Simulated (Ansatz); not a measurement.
# BFH3In: shift of H6 from In2 to B1

Aim: the minimum-energy path and barrier of the shift of H6 from In2 to B1. The ends are relaxed first, then joined by a nudged elastic band. SMILES of the start: [BH2][InH][F].

All numbers below are computed with Ansatz 0.2.0 (RHF/def2-SVP).

## 1. The system as given

Bond lengths: B1–In2 2.259 Å, In2–F3 1.991 Å, B1–H4 1.165 Å, B1–H5 1.164 Å, In2–H6 1.744 Å. Angles: B1–In2–F3 99.2°, B1–In2–H6 153.5°, F3–In2–H6 107.3°, In2–B1–H4 118.6°, In2–B1–H5 118.7°, H4–B1–H5 121.9°.

As a file:

```xyz
6

B    -0.9264    0.2877   -0.8306
In    0.6577    0.1539    0.7750
F     1.2724   -1.7145    0.4626
H    -1.9950   -0.1109   -0.5944
H    -0.6065    0.5892   -1.9088
H     1.5978    0.7946    2.0963
```

## 2. End point A

Input file input.yaml:

```yaml
crystal:
  periodic: [false, false, false]
  atoms:
    - { symbol: B, position_ang: [-0.92641, 0.28772, -0.83063] }
    - { symbol: In, position_ang: [0.65771, 0.15386, 0.77497] }
    - { symbol: F, position_ang: [1.27236, -1.71446, 0.46255] }
    - { symbol: H, position_ang: [-1.99497, -0.11088, -0.59439] }
    - { symbol: H, position_ang: [-0.60647, 0.58919, -1.90879] }
    - { symbol: H, position_ang: [1.59777, 0.79457, 2.09628] }
basis:
  gaussian: { orbitals: def2-SVP }
hamiltonian:
  xc: hf
relax:
  f_tol: 0.02
  max_steps: 50
```

On the command line:

```console
ansatz run input.yaml --threads 1 --pin off --max-ram 2048MiB --backend cpu --events-out ev --progress --plain --runs-dir out
```

Standard output, shortened:

```text
Warning: RAYON_NUM_THREADS=1 ignored (pool sized by the plan → 1); use --threads N
[...]
Functional definition: HF
[...]
831 factors; integrals over basis functions are off by at most 3.5e-4 eV
[...]
mean field -8570.07034612 eV, -314.9442762175 hartree, gradient 4.7e-5 eV, S^2 0.000000; 0 other end points of the search recorded, 0 dependent functions left out
[...]
reference -8570.07034612 eV, -314.9442762175 hartree; 19, 19 occupied and 50, 50 virtual orbitals, 831 factors
relax step   1: F+E_penalty+E_count = -8570.07034612 eV  Δ(F+E_penalty+E_count) = +0.000e0 eV  max|allowed force component| = 8.849e-1 eV/Å  Δτ_max = 0.0000 Å  (35 SCF iters, accepted)
[...]
reference -8570.18627560 eV, -314.9485365473 hartree; 19, 19 occupied and 50, 50 virtual orbitals, 831 factors
Total energy: -8570.18627560 eV, -314.9485365473 hartree
Atom 0 at    -0.930758     0.285399    -0.836049 Å, force     0.001638    -0.010027    -0.004170 eV/Å
Atom 1 at     0.713333    -0.044981     0.730239 Å, force    -0.006038     0.015820     0.003984 eV/Å
Atom 2 at     1.502367    -1.845293     0.631919 Å, force     0.008456    -0.005904     0.005008 eV/Å
Atom 3 at    -2.076068     0.023051    -0.599283 Å, force     0.002161     0.007040    -0.002103 eV/Å
Atom 4 at    -0.674593     0.717739    -1.924197 Å, force    -0.005055     0.003001     0.004183 eV/Å
Atom 5 at     1.465710     0.864086     1.997361 Å, force    -0.001162    -0.009929    -0.006902 eV/Å
Dipole moment:    -0.414840     0.636948    -0.109001 e Å
```

Run time: 9.5 s. Hardware: 1 thread of Arm Neoverse V1, shared host; peak memory 0.12 GiB.

The steps of the relaxation:

| step | energy from step 1 (eV) | largest force component (eV/Å) |
| --- | --- | --- |
| 1 | 0.0000 | 0.8849 |
| 2 | -0.0886 | 0.3187 |
| 3 | -0.0920 | 0.5154 |
| 4 | -0.1138 | 0.1243 |
| 5 | -0.1153 | 0.0909 |
| 6 | -0.1159 | 0.0158 |

Step 1 is the start.

After: Bond lengths: B1–In2 2.295 Å, In2–F3 1.968 Å, B1–H4 1.199 Å, B1–H5 1.199 Å, In2–H6 1.731 Å. Angles: B1–In2–F3 112.6°, B1–In2–H6 137.3°, F3–In2–H6 110.0°, In2–B1–H4 121.2°, In2–B1–H5 121.2°, H4–B1–H5 117.5°.

## 3. End point B

The second end starts from a geometry with the move made by hand.

input.yaml: that of step 2 with these lines changed.

```diff
@@ -8,3 +8,3 @@
     - { symbol: H, position_ang: [-0.60647, 0.58919, -1.90879] }
-    - { symbol: H, position_ang: [1.59777, 0.79457, 2.09628] }
+    - { symbol: H, position_ang: [-0.9846, 1.34832, -0.34009] }
 basis:
```

On the command line:

```console
ansatz run input.yaml --threads 1 --pin off --max-ram 2048MiB --backend cpu --events-out ev --progress --plain --runs-dir out
```

Standard output, shortened:

```text
Warning: RAYON_NUM_THREADS=1 ignored (pool sized by the plan → 1); use --threads N
[...]
[... 1 set-up line as earlier in the session ...]
[...]
834 factors; integrals over basis functions are off by at most 2.9e-4 eV
[...]
mean field -8568.77585937 eV, -314.8967047069 hartree, gradient 8.5e-5 eV, S^2 0.000000; 0 other end points of the search recorded, 0 dependent functions left out
[...]
reference -8568.77585937 eV, -314.8967047069 hartree; 19, 19 occupied and 50, 50 virtual orbitals, 834 factors
[...]
relax step  25: F+E_penalty+E_count = -8571.76673677 eV  Δ(F+E_penalty+E_count) = -5.713e-2 eV  max|allowed force component| = 4.152e-1 eV/Å  Δτ_max = 0.1306 Å  (34 SCF iters, accepted)
relax step  26: F+E_penalty+E_count = -8571.89848900 eV  Δ(F+E_penalty+E_count) = -1.318e-1 eV  max|allowed force component| = 5.981e-1 eV/Å  Δτ_max = 0.1903 Å  (34 SCF iters, accepted)
relax step  27: F+E_penalty+E_count = -8571.83088358 eV  Δ(F+E_penalty+E_count) = +6.761e-2 eV  max|allowed force component| = 1.424e0 eV/Å  Δτ_max = 0.1985 Å  (30 SCF iters, rejected (line search))
```

## 4. The log goes on: end point B relaxed

The log, continued:

```text
relax step  28: F+E_penalty+E_count = -8571.96813898 eV  Δ(F+E_penalty+E_count) = -6.965e-2 eV  max|allowed force component| = 2.740e-1 eV/Å  Δτ_max = 0.0980 Å  (34 SCF iters, accepted)
[...]
the calculation of the forces begins
reference -8571.99430208 eV, -315.0149802950 hartree; 19, 19 occupied and 50, 50 virtual orbitals, 834 factors
relax step  29: F+E_penalty+E_count = -8571.99430208 eV  Δ(F+E_penalty+E_count) = -2.616e-2 eV  max|allowed force component| = 3.200e-1 eV/Å  Δτ_max = 0.0981 Å  (33 SCF iters, accepted)
these checks for a lower state are left out or cut short: starts, cluster_reference, orbital_swaps, neighbouring_geometries, increment
834 factors; integrals over basis functions are off by at most 6.2e-4 eV
mean field -8572.01696990 eV, -315.0158133220 hartree, gradient 5.4e-6 eV, S^2 0.000000; 0 other end points of the search recorded, 0 dependent functions left out
the calculation of the forces begins
reference -8572.01696990 eV, -315.0158133220 hartree; 19, 19 occupied and 50, 50 virtual orbitals, 834 factors
relax step  30: F+E_penalty+E_count = -8572.01696990 eV  Δ(F+E_penalty+E_count) = -2.267e-2 eV  max|allowed force component| = 1.510e-1 eV/Å  Δτ_max = 0.0621 Å  (34 SCF iters, accepted)
these checks for a lower state are left out or cut short: starts, cluster_reference, orbital_swaps, neighbouring_geometries, increment
834 factors; integrals over basis functions are off by at most 6.0e-4 eV
mean field -8572.08439149 eV, -315.0182910198 hartree, gradient 4.4e-6 eV, S^2 0.000000; 0 other end points of the search recorded, 0 dependent functions left out
the calculation of the forces begins
reference -8572.08439149 eV, -315.0182910198 hartree; 19, 19 occupied and 50, 50 virtual orbitals, 834 factors
relax step  31: F+E_penalty+E_count = -8572.08439149 eV  Δ(F+E_penalty+E_count) = -6.742e-2 eV  max|allowed force component| = 1.969e-1 eV/Å  Δτ_max = 0.1955 Å  (34 SCF iters, accepted)
these checks for a lower state are left out or cut short: starts, cluster_reference, orbital_swaps, neighbouring_geometries, increment
834 factors; integrals over basis functions are off by at most 6.5e-4 eV
mean field evaluation 288: about -8572.1602 eV, gradient 8.2e-1 eV
mean field -8572.16177634 eV, -315.0211348604 hartree, gradient 4.0e-6 eV, S^2 0.000000; 0 other end points of the search recorded, 0 dependent functions left out
the calculation of the forces begins
reference -8572.16177634 eV, -315.0211348604 hartree; 19, 19 occupied and 50, 50 virtual orbitals, 834 factors
relax step  32: F+E_penalty+E_count = -8572.16177634 eV  Δ(F+E_penalty+E_count) = -7.738e-2 eV  max|allowed force component| = 4.256e-1 eV/Å  Δτ_max = 0.1960 Å  (34 SCF iters, accepted)
these checks for a lower state are left out or cut short: starts, cluster_reference, orbital_swaps, neighbouring_geometries, increment
834 factors; integrals over basis functions are off by at most 6.9e-4 eV
mean field -8572.22288946 eV, -315.0233807263 hartree, gradient 2.4e-5 eV, S^2 0.000000; 0 other end points of the search recorded, 0 dependent functions left out
the calculation of the forces begins
reference -8572.22288946 eV, -315.0233807263 hartree; 19, 19 occupied and 50, 50 virtual orbitals, 834 factors
relax step  33: F+E_penalty+E_count = -8572.22288946 eV  Δ(F+E_penalty+E_count) = -6.111e-2 eV  max|allowed force component| = 4.056e-1 eV/Å  Δτ_max = 0.1908 Å  (33 SCF iters, accepted)
these checks for a lower state are left out or cut short: starts, cluster_reference, orbital_swaps, neighbouring_geometries, increment
834 factors; integrals over basis functions are off by at most 7.0e-4 eV
mean field -8572.22373665 eV, -315.0234118598 hartree, gradient 6.3e-6 eV, S^2 0.000000; 0 other end points of the search recorded, 0 dependent functions left out
the calculation of the forces begins
reference -8572.22373665 eV, -315.0234118598 hartree; 19, 19 occupied and 50, 50 virtual orbitals, 834 factors
relax step  34: F+E_penalty+E_count = -8572.22373665 eV  Δ(F+E_penalty+E_count) = -8.472e-4 eV  max|allowed force component| = 3.400e-1 eV/Å  Δτ_max = 0.0464 Å  (34 SCF iters, accepted)
these checks for a lower state are left out or cut short: starts, cluster_reference, orbital_swaps, neighbouring_geometries, increment
834 factors; integrals over basis functions are off by at most 6.7e-4 eV
mean field evaluation 320: about -8572.2314 eV, gradient 6.3e-6 eV
mean field -8572.23139665 eV, -315.0236933599 hartree, gradient 6.4e-6 eV, S^2 0.000000; 0 other end points of the search recorded, 0 dependent functions left out
the calculation of the forces begins
reference -8572.23139665 eV, -315.0236933599 hartree; 19, 19 occupied and 50, 50 virtual orbitals, 834 factors
relax step  35: F+E_penalty+E_count = -8572.23139665 eV  Δ(F+E_penalty+E_count) = -7.660e-3 eV  max|allowed force component| = 1.075e-1 eV/Å  Δτ_max = 0.0415 Å  (33 SCF iters, accepted)
these checks for a lower state are left out or cut short: starts, cluster_reference, orbital_swaps, neighbouring_geometries, increment
834 factors; integrals over basis functions are off by at most 6.8e-4 eV
mean field -8572.23273557 eV, -315.0237425640 hartree, gradient 6.4e-6 eV, S^2 0.000000; 0 other end points of the search recorded, 0 dependent functions left out
the calculation of the forces begins
reference -8572.23273557 eV, -315.0237425640 hartree; 19, 19 occupied and 50, 50 virtual orbitals, 834 factors
relax step  36: F+E_penalty+E_count = -8572.23273557 eV  Δ(F+E_penalty+E_count) = -1.339e-3 eV  max|allowed force component| = 1.644e-2 eV/Å  Δτ_max = 0.0188 Å  (35 SCF iters, accepted)
834 factors; integrals over basis functions are off by at most 6.8e-4 eV
mean field -8572.23273557 eV, -315.0237425640 hartree, gradient 6.5e-6 eV, S^2 0.000000; 1 other end points of the search recorded, 0 dependent functions left out
the calculation of the forces begins
reference -8572.23273557 eV, -315.0237425640 hartree; 19, 19 occupied and 50, 50 virtual orbitals, 834 factors
Total energy: -8572.23273557 eV, -315.0237425640 hartree
Atom 0 at    -0.815835     0.125977    -0.796849 Å, force    -0.013460    -0.003453    -0.016439 eV/Å
Atom 1 at     1.118084     0.067348     1.222781 Å, force     0.012842     0.002076     0.014389 eV/Å
Atom 2 at     0.094476    -1.026764    -0.439303 Å, force    -0.001845     0.007863     0.002562 eV/Å
Atom 3 at    -1.964793    -0.175966    -0.567351 Å, force    -0.003762    -0.001221    -0.006451 eV/Å
Atom 4 at    -0.549366     0.526507    -1.906995 Å, force    -0.005290    -0.001912    -0.004768 eV/Å
Atom 5 at    -0.464947     1.036648     0.051338 Å, force     0.011515    -0.003354     0.010705 eV/Å
Dipole moment:     0.660462     0.118180     0.762347 e Å
```

Run time: 49 s. Hardware: 1 thread of Arm Neoverse V1, shared host; peak memory 0.13 GiB.

Relaxation path, one in 2:

| step | energy from step 1 (eV) | largest force component (eV/Å) |
| --- | --- | --- |
| 1 | 0.0000 | 3.3074 |
| 3 | -2.0355 | 0.7653 |
| 5 | -2.4117 | 0.2355 |
| 7 | -2.4918 | 0.0404 |
| 9 | -2.5149 | 0.0533 |
| 11 | -2.5238 | 0.3118 |
| 13 | -2.5345 | 0.2190 |
| 15 | -2.5575 | 0.1425 |
| 17 | -2.5849 | 0.3880 |
| 19 | -2.6471 | 0.2262 |
| 21 | -2.7260 | 0.1356 |
| 23 | -2.8480 | 0.2798 |
| 25 | -2.9909 | 0.4152 |
| 27x | -3.0550 | 1.4242 |
| 29 | -3.2184 | 0.3200 |
| 31 | -3.3085 | 0.1969 |
| 33 | -3.4470 | 0.4056 |
| 35 | -3.4555 | 0.1075 |
| 36 | -3.4569 | 0.0164 |

Step 1 is the start. 1 step was tried and not accepted (marked x).

After: Bond lengths: B1–F3 1.512 Å, In2–F3 2.238 Å, B1–H4 1.210 Å, B1–H5 1.210 Å, B1–H6 1.293 Å. Angles: B1–F3–In2 94.5°, F3–B1–H4 109.7°, F3–B1–H5 109.7°, F3–B1–H6 102.6°, H4–B1–H5 117.8°, H4–B1–H6 108.0°, H5–B1–H6 108.0°.

Pairs that crossed the distance rule for bonds on the way: came closer B1–F3; moved apart B1–In2.

## 5. Nudged elastic band

crystal.atoms is end A as relaxed above, and neb.final_atoms is end B, turned to lie on A. With 9 inner images the band has 11 in all. The start path is listed, through a guess of the saddle.

Input file input.yaml:

```yaml
crystal:
  periodic: [false, false, false]
  atoms:
    - { symbol: B, position_ang: [-0.930758, 0.285399, -0.836049] }
    - { symbol: In, position_ang: [0.713333, -0.044981, 0.730239] }
    - { symbol: F, position_ang: [1.502367, -1.845293, 0.631919] }
    - { symbol: H, position_ang: [-2.076068, 0.023051, -0.599283] }
    - { symbol: H, position_ang: [-0.674593, 0.717739, -1.924197] }
    - { symbol: H, position_ang: [1.46571, 0.864086, 1.997361] }
basis:
  gaussian: { orbitals: def2-SVP }
hamiltonian:
  xc: hf
neb:
  order_check: false
  images: 9
  f_tol: 0.03
  max_iterations: 60
  final_atoms:
    - { symbol: B, position_ang: [-0.39774642, 0.11311167, -0.36251458] }
    - { symbol: In, position_ang: [1.61220978, -0.35148446, 1.52603298] }
    - { symbol: F, position_ang: [0.40304501, -1.15553657, -0.17655282] }
    - { symbol: H, position_ang: [-1.55989068, -0.0964301, -0.09896881] }
    - { symbol: H, position_ang: [-0.14336642, 0.60136293, -1.4398983] }
    - { symbol: H, position_ang: [0.08573973, 0.88897753, 0.55189154] }
  initial_path:
    images:
      - { positions_ang: [[-0.930758, 0.285399, -0.836049], [0.713333, -0.044981, 0.730239], [1.502367, -1.845293, 0.631919], [-2.076068, 0.023051, -0.599283], [-0.674593, 0.717739, -1.924197], [1.46571, 0.864086, 1.997361]] }
      - { positions_ang: [[-0.86446407, 0.30510113, -0.7558312], [0.77944615, -0.06935943, 0.78715647], [1.47901553, -1.88326665, 0.58870837], [-1.99999937, 0.0367707, -0.51391209], [-0.6007829, 0.73227764, -1.83650455], [1.20677566, 0.8784776, 1.73037301]] }
      - { positions_ang: [[-0.79817014, 0.32480326, -0.67561341], [0.8455593, -0.09373785, 0.84407393], [1.45566405, -1.9212403, 0.54549774], [-1.92393073, 0.0504904, -0.42854118], [-0.5269728, 0.74681628, -1.7488121], [0.94784132, 0.8928692, 1.46338501]] }
      - { positions_ang: [[-0.73187621, 0.34450539, -0.59539561], [0.91167245, -0.11811628, 0.9009914], [1.43231258, -1.95921395, 0.50228711], [-1.8478621, 0.06421011, -0.34317027], [-0.45316271, 0.76135492, -1.66111966], [0.68890698, 0.9072608, 1.19639702]] }
      - { positions_ang: [[-0.66558228, 0.36420753, -0.51517782], [0.9777856, -0.1424947, 0.95790887], [1.40896111, -1.9971876, 0.45907649], [-1.77179347, 0.07792981, -0.25779936], [-0.37935261, 0.77589357, -1.57342721], [0.42997265, 0.9216524, 0.92940903]] }
      - { positions_ang: [[-0.59928835, 0.38390966, -0.43496002], [1.04389875, -0.16687313, 1.01482634], [1.38560964, -2.03516125, 0.41586586], [-1.69572483, 0.09164951, -0.17242845], [-0.30554251, 0.79043221, -1.48573476], [0.17103831, 0.936044, 0.66242104]] }
      - { positions_ang: [[-0.55897997, 0.32975006, -0.42047094], [1.15756096, -0.20379539, 1.11706766], [1.18909671, -1.85923632, 0.29738212], [-1.668558, 0.05403359, -0.15773652], [-0.27310729, 0.75261835, -1.47656747], [0.15397859, 0.92663071, 0.64031514]] }
      - { positions_ang: [[-0.51867158, 0.27559046, -0.40598185], [1.27122317, -0.24071766, 1.21930899], [0.99258379, -1.68331138, 0.17889839], [-1.64139117, 0.01641767, -0.14304459], [-0.24067208, 0.7148045, -1.46740018], [0.13691887, 0.91721742, 0.61820924]] }
      - { positions_ang: [[-0.4783632, 0.22143087, -0.39149276], [1.38488537, -0.27763993, 1.32155032], [0.79607086, -1.50738645, 0.06041465], [-1.61422434, -0.02119825, -0.12835267], [-0.20823686, 0.67699064, -1.45823288], [0.11985916, 0.90780412, 0.59610334]] }
      - { positions_ang: [[-0.43805481, 0.16727127, -0.37700367], [1.49854758, -0.3145622, 1.42379165], [0.59955794, -1.33146151, -0.05806908], [-1.58705751, -0.05881417, -0.11366074], [-0.17580164, 0.63917678, -1.44906559], [0.10279944, 0.89839083, 0.57399744]] }
      - { positions_ang: [[-0.39774642, 0.11311167, -0.36251458], [1.61220978, -0.35148446, 1.52603298], [0.40304501, -1.15553657, -0.17655282], [-1.55989068, -0.0964301, -0.09896881], [-0.14336642, 0.60136293, -1.4398983], [0.08573973, 0.88897753, 0.55189154]] }
```

On the command line:

```console
ansatz run input.yaml --threads 1 --pin off --max-ram 2048MiB --backend cpu --events-out ev --progress --plain --runs-dir out
```

Standard output, shortened:

```text
Warning: RAYON_NUM_THREADS=1 ignored (pool sized by the plan → 1); use --threads N
[...]
[... 1 set-up line as earlier in the session ...]
[...]
831 factors; integrals over basis functions are off by at most 4.4e-4 eV
[...]
mean field -8570.18627579 eV, -314.9485365545 hartree, gradient 4.9e-5 eV, S^2 0.000000; 0 other end points of the search recorded, 0 dependent functions left out
[...]
reference -8570.18627579 eV, -314.9485365545 hartree; 19, 19 occupied and 50, 50 virtual orbitals, 831 factors
[...]
Atom 2 at     2.022615    -1.963037     1.118796 Å, force     0.000026    -0.000065     0.000029 eV/Å
Atom 3 at    -1.883621     0.400055    -0.147169 Å, force    -0.000016     0.000061     0.000079 eV/Å
Atom 4 at    -0.433107     1.113624    -1.517159 Å, force    -0.000025     0.000093     0.000037 eV/Å
Atom 5 at     0.423828     0.928189     0.932218 Å, force    -0.000071     0.000259     0.000057 eV/Å
Dipole moment:    -0.268784    -0.014780    -0.292215 e Å
this run last wrote the band of iteration 29 to <dir>
```

Run time: 5 min. Hardware: 1 thread of Arm Neoverse V1, shared host; peak memory 0.14 GiB.

## 6. The band, image by image

Images 0 and 10 are the ends. Energies count from image 0; the path length is the program's own measure over all atoms.

| image | path (Å) | energy (eV) | H6–In2 (Å) | H6–B1 (Å) | band force (eV/Å) |
| --- | --- | --- | --- | --- | --- |
| 0 | 0.000 | 0.0000 | 1.73 | 3.76 | - |
| 1 | 1.067 | 0.3838 | 1.75 | 3.09 | 0.000 |
| 2* | 2.135 | 1.0414 | 1.88 | 2.13 | 0.000 |
| 3 | 3.361 | -1.0663 | 2.91 | 1.21 | 0.001 |
| 4 | 4.588 | -1.1459 | 3.81 | 1.20 | 0.001 |
| 5 | 5.815 | -1.1312 | 4.62 | 1.20 | 0.004 |
| 6 | 7.041 | -1.1310 | 4.55 | 1.20 | 0.010 |
| 7 | 8.268 | -1.1651 | 4.53 | 1.20 | 0.009 |
| 8 | 9.495 | -1.3093 | 4.20 | 1.20 | 0.004 |
| 9 | 10.723 | -1.7390 | 3.59 | 1.22 | 0.002 |
| 10 | 11.950 | -2.0464 | 2.19 | 1.29 | - |

The star marks the climbing image.

image, energy (eV) and a bar:
```
        0      0.000 ####################
        1      0.384 ########################
        2      1.041 ##############################
        3     -1.066 ##########
        4     -1.146 #########
        5     -1.131 #########
        6     -1.131 #########
        7     -1.165 #########
        8     -1.309 #######
        9     -1.739 ###
       10     -2.046
```

How the highest energy settled:

| iteration | highest image above image 0 (eV) | largest band force (eV/Å) |
| --- | --- | --- |
| 1 | 8.6927 | 31.631 |
| 4 | 2.5328 | 2.124 |
| 7 | 1.0169 | 2.159 |
| 10 | 0.8855 | 1.933 |
| 13 | 0.8460 | 0.385 |
| 16 | 0.9883 | 0.499 |
| 19 | 1.0429 | 0.360 |
| 22 | 1.0414 | 0.116 |
| 25 | 1.0414 | 0.329 |
| 28 | 1.0414 | 0.079 |
| 29 | 1.0414 | 0.010 |

The band as a trajectory file:

```xyz
6
image=0 dE=0.0000
B    -0.931    0.285   -0.836
In    0.713   -0.045    0.730
F     1.502   -1.845    0.632
H    -2.076    0.023   -0.599
H    -0.675    0.718   -1.924
H     1.466    0.864    1.997
6
image=1 dE=0.3838
B    -0.913    0.260   -0.831
In    0.727   -0.463    0.528
F     1.863   -1.995    0.933
H    -2.032    0.276   -0.408
H    -0.617    0.972   -1.746
H     0.972    0.950    1.523
6
image=2 dE=1.0414
B    -0.824    0.347   -0.692
In    0.695   -0.826    0.305
F     2.023   -1.963    1.119
H    -1.884    0.400   -0.147
H    -0.433    1.114   -1.517
H     0.424    0.928    0.932
6
image=3 dE=-1.0663
B    -0.768    0.882   -0.354
In    0.848   -1.434    0.148
F     2.276   -2.226    1.252
H    -1.841    0.395   -0.135
H    -0.415    1.100   -1.478
H    -0.099    1.282    0.566
6
image=4 dE=-1.1459
B    -0.954    1.136   -0.420
In    1.279   -1.604    0.510
F     2.556   -2.964    1.176
H    -1.920    0.467   -0.186
H    -0.506    1.174   -1.530
H    -0.456    1.792    0.450
6
image=5 dE=-1.1312
B    -1.169    1.249   -0.587
In    1.976   -1.575    1.221
F     2.698   -3.420    1.125
H    -2.063    0.495   -0.330
H    -0.669    1.237   -1.675
H    -0.772    2.013    0.246
6
image=6 dE=-1.1310
B    -1.225    1.119   -0.712
In    2.545   -1.379    1.911
F     2.352   -3.095    0.932
H    -2.264    0.562   -0.504
H    -0.856    1.304   -1.835
H    -0.551    1.489    0.208
6
image=7 dE=-1.1651
B    -1.109    0.867   -0.719
In    2.712   -1.282    2.167
F     1.731   -2.206    0.707
H    -2.148    0.309   -0.513
H    -0.727    1.031   -1.842
H    -0.460    1.282    0.200
6
image=8 dE=-1.3093
B    -0.897    0.645   -0.611
In    2.491   -1.228    1.971
F     1.159   -1.437    0.494
H    -1.889    0.009   -0.397
H    -0.459    0.715   -1.724
H    -0.405    1.296    0.266
6
image=9 dE=-1.7390
B    -0.562    0.345   -0.413
In    2.100   -1.031    1.666
F     0.616   -0.869    0.216
H    -1.628   -0.203   -0.245
H    -0.210    0.489   -1.562
H    -0.317    1.270    0.338
6
image=10 dE=-2.0464
B    -0.398    0.113   -0.363
In    1.612   -0.351    1.526
F     0.403   -1.156   -0.177
H    -1.560   -0.096   -0.099
H    -0.143    0.601   -1.440
H     0.086    0.889    0.552
```

[end of part 1 of 2]
